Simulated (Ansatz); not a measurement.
# LaO2: the cost of one run

Computed with Ansatz 0.2.0 (DFT PBE0, Gaussian basis def2-TZVPP, and further levels as typed in the inputs, unless a step's input says otherwise).

## 1. The starting structure

Bond lengths: La1–O2 2.100 Å, La1–O3 2.100 Å, O2–O3 1.500 Å. Angles: La1–O2–O3 69.1°, O2–La1–O3 41.9°, La1–O3–O2 69.1°.

As a file:

```xyz
3

La    0.0000    0.0000    0.0000
O     0.7500    0.0000    1.9615
O    -0.7500    0.0100    1.9615
```

## 2. Relaxing the atoms: LaO2, charge +1

input.yaml

```yaml
relax:
  f_tol: 0.001
  max_steps: 200
crystal:
  periodic: [false, false, false]
  atoms:
    - { symbol: La, position_ang: [0.0, 0.0, 0.0] }
    - { symbol: O, position_ang: [0.75, 0.0, 1.961505] }
    - { symbol: O, position_ang: [-0.75, 0.01, 1.961505] }
total_charge: 1
basis:
  gaussian: { orbitals: def2-TZVPP }
hamiltonian:
  xc: pbe0
```

Started as:

```sh
ansatz run input.yaml --threads 8 --pin off --max-ram 12288MiB --backend cpu --events-out ev --progress --plain --runs-dir out
```

Q: Estimate wall time and peak memory on 8 threads of Intel Xeon Platinum 8488C (Sapphire Rapids), shared host.

About 3 s, with a peak of 0.22 GiB.
